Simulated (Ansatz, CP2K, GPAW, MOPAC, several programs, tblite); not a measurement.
**What cheap methods get right for Si3Sn**

How much accuracy does each second buy? Si3Sn is computed with 11 methods, from the cheapest up to r2SCAN.

Computed with MOPAC, tblite, CP2K, GPAW, Ansatz (versions at each run) (no spin polarisation, static lattice; gaps from single points on the cell relaxed beforehand with r²SCAN, unless a step's input says otherwise).

## Step 1: The starting structure

The structure is tetragonal, space group P-4m2 (No. 115). Conventional cell: a = 4.038 Å, b = 4.038 Å, c = 5.749 Å, α = 90.00°, β = 90.00°, γ = 90.00°. Around Si (site symmetry 2mm) lie 2 Si at 2.40 Å and 2 Sn at 2.56 Å. Si (site symmetry -4m2) is surrounded by 4 Si at 2.40 Å. Sn (site symmetry -4m2) has 4 Si at 2.56 Å as nearest neighbours.

Structure file:

```xyz
4
Lattice="4.0376 0.0000 0.0000 0.0000 4.0376 0.0000 0.0000 0.0000 5.7486" Properties=species:S:1:pos:R:3 pbc="T T T"
Si    2.0188    0.0000    4.4529
Si    2.0188    2.0188    0.0000
Si    0.0000    2.0188    1.2957
Sn    0.0000    0.0000    2.8743
```

The structure type (ordered alloy on diamond lattice) is imposed and need not be the compound's stable one.

**Question.** The methods are PM6, PM7, GFN1-xTB (tblite), GFN2-xTB (tblite), PBE/DZVP, PBE/single-zeta, PBE/SZV, coarse PBE, GLLB-SC, PBE, r2SCAN. What gap does r2SCAN give on this cell, and which other methods (full PBE left aside) come nearest to r2SCAN and farthest in gap, volume and bulk modulus?

```
                                               quantity                                                value
                                                 r2SCAN                gap 0.40 eV, 23.43 Å³/atom, B₀ 79 GPa
         gap: nearest and farthest of the other methods         GFN1-xTB (tblite) (-0.03 eV), PM7 (+6.24 eV)
      volume: nearest and farthest of the other methods        PBE/DZVP (+2.3 %), GFN2-xTB (tblite) (-6.1 %)
bulk modulus: nearest and farthest of the other methods  GFN1-xTB (tblite) (-0 %), GFN2-xTB (tblite) (+21 %)
```

**Reading.** Among the 9 methods compared for the gap (full PBE left aside), GFN1-xTB (tblite) is nearest to r2SCAN and PM7 farthest. For the volume, of the 4 methods compared (full PBE left aside), PBE/DZVP comes nearest to r2SCAN and GFN2-xTB (tblite) is farthest. For the bulk modulus, of the 4 methods compared (full PBE left aside), GFN1-xTB (tblite) comes nearest to r2SCAN and GFN2-xTB (tblite) is farthest. A minimal basis or a coarse cutoff and mesh shifts results by its own error, so closeness to r2SCAN can be chance. Cluster runs see only the k-points that fold onto the zone centre, so their gaps can miss the band edges. GLLB-SC is compared with its derivative discontinuity added. No volume is given for PM6, PM7, PBE/single-zeta, coarse PBE, which can hide a larger miss. CPU times run from 0.88 s (coarse PBE) to 95 s (PM6). On this cell PM6 cost more than r2SCAN itself (13 s), so it is no saving here. A cluster method computes far more atoms than the primitive cell, so on a small crystal it can cost more than plane waves. r2SCAN is a yardstick, not the truth: it usually gives gaps below the measured ones. Spin-orbit coupling is left out throughout, and with elements this heavy it can close so small a gap.
